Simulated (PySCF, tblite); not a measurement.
# C₈H₁₉B: geometry, infrared bands and NMR shifts

Aim: predict the infrared bands and NMR shifts of C₈H₁₉B (`CCCC[C@@H](C)B(C)C`).

Computed with tblite 0.8.0 and PySCF 2.14.0, with density-fitted response routines of our own, on a single molecule in the gas phase. Atoms are numbered from 0 throughout.

## (1) The starting structure

28 atoms, charge 0, multiplicity 1; geometry from: force field or distance geometry start.

Bonds of the start (Å): C0–C1 1.53, C1–C2 1.51, C2–C3 1.53, C3–C4 1.53, C4–C5 1.53, C4–B6 1.62, B6–C7 1.60, B6–C8 1.58, C0–H9 1.12, C0–H10 1.11, C0–H11 1.10, C1–H12 1.11, C1–H13 1.12, C2–H14 1.13, C2–H15 1.10, C3–H16 1.12, C3–H17 1.12, C4–H18 1.11, C5–H19 1.10, C5–H20 1.12, C5–H21 1.11, C7–H22 1.12, C7–H23 1.11, C7–H24 1.11, C8–H25 1.12, C8–H26 1.11, C8–H27 1.11.

## (2) Geometry optimisation with GFN2-xTB

Job settings and geometry (Å):

```
{"job": {"kind": "relax", "xc": "GFN2-xTB", "basis": "xTB"}, "charge": 0, "multiplicity": 1}
C      3.612000     1.080100     0.781300
C      2.583100    -0.032300     0.980400
C      1.394400     0.121400     0.057100
C      0.360700    -0.994000     0.263000
C     -0.830800    -0.918300    -0.700000
C     -1.707200    -2.173300    -0.602500
B     -1.726100     0.408900    -0.473800
C     -2.456200     0.661100     0.926900
C     -1.859900     1.492200    -1.622800
H      3.134600     2.068400     0.998800
H      3.978100     1.070400    -0.264200
H      4.458100     0.936000     1.473300
H      3.080000    -1.011300     0.807800
H      2.248600    -0.019600     2.044900
H      0.903300     1.118100     0.250100
H      1.733000     0.106200    -0.989500
H     -0.001500    -0.978400     1.325700
H      0.877600    -1.980200     0.118200
H     -0.427100    -0.882800    -1.737300
H     -2.555400    -2.110100    -1.297500
H     -2.092500    -2.295200     0.438200
H     -1.108400    -3.069600    -0.865200
H     -1.707800     0.717200     1.751900
H     -3.030600     1.605900     0.889700
H     -3.172600    -0.165000     1.129500
H     -2.944000     1.609100    -1.889900
H     -1.291800     1.194000    -2.523700
H     -1.472700     2.468400    -1.256300
```

Command:

```
OMP_NUM_THREADS=1 python probes_run.py task.json out
```

This one command runs all jobs of the session in turn.

**Question.** This job is followed by: GFN2-xTB harmonic vibrations, gas phase; GIAO PBE0/pcSseg-1 NMR shielding, non-relativistic, gas phase. Predict these results of the whole session: strongest single infrared mode (GFN2-xTB); zero-point energy (GFN2-xTB); ¹³C shifts against TMS (PBE0/pcSseg-1, means over atoms taken as alike); ¹H shifts against TMS (PBE0/pcSseg-1, means over atoms taken as alike); ¹¹B shifts against BF3·OEt2 (PBE0/pcSseg-1).

As calculated:

| quantity | value |
| --- | --- |
| strongest single infrared mode (GFN2-xTB) | 2984 cm⁻¹, 109 km/mol |
| zero-point energy (GFN2-xTB) | 159.2 kcal/mol |
| ¹³C shifts against TMS (PBE0/pcSseg-1, means over atoms taken as alike) | 43.4, 40.0, 39.3, 29.4, 19.3, 17.3, 13.6 ppm |
| ¹H shifts against TMS (PBE0/pcSseg-1, means over atoms taken as alike) | 1.77, 1.47, 1.43, 1.27, 1.25, 1.24, 0.97, 0.94, 0.90, 0.44 ppm |
| ¹¹B shifts against BF3·OEt2 (PBE0/pcSseg-1) | 93.2 ppm |

In words: The optimisation took 100 steps and gained 0.243 eV; among the close pairs (by a distance rule), C2–H14 changed most, from 1.128 to 1.093 Å. The lowest mode is imaginary (67i cm⁻¹), so the xTB geometry is not a minimum. The strongest single mode, at 2984 cm⁻¹, is spread over several atoms, H13, H15, H12, H16 among them. Unscaled tight-binding wavenumbers are off by several per cent, some by more. Its intensities can rank the bands wrongly. At PBE0/pcSseg-1: The largest span, 176 ppm, is at B6, where the paramagnetic term is -183 ppm.
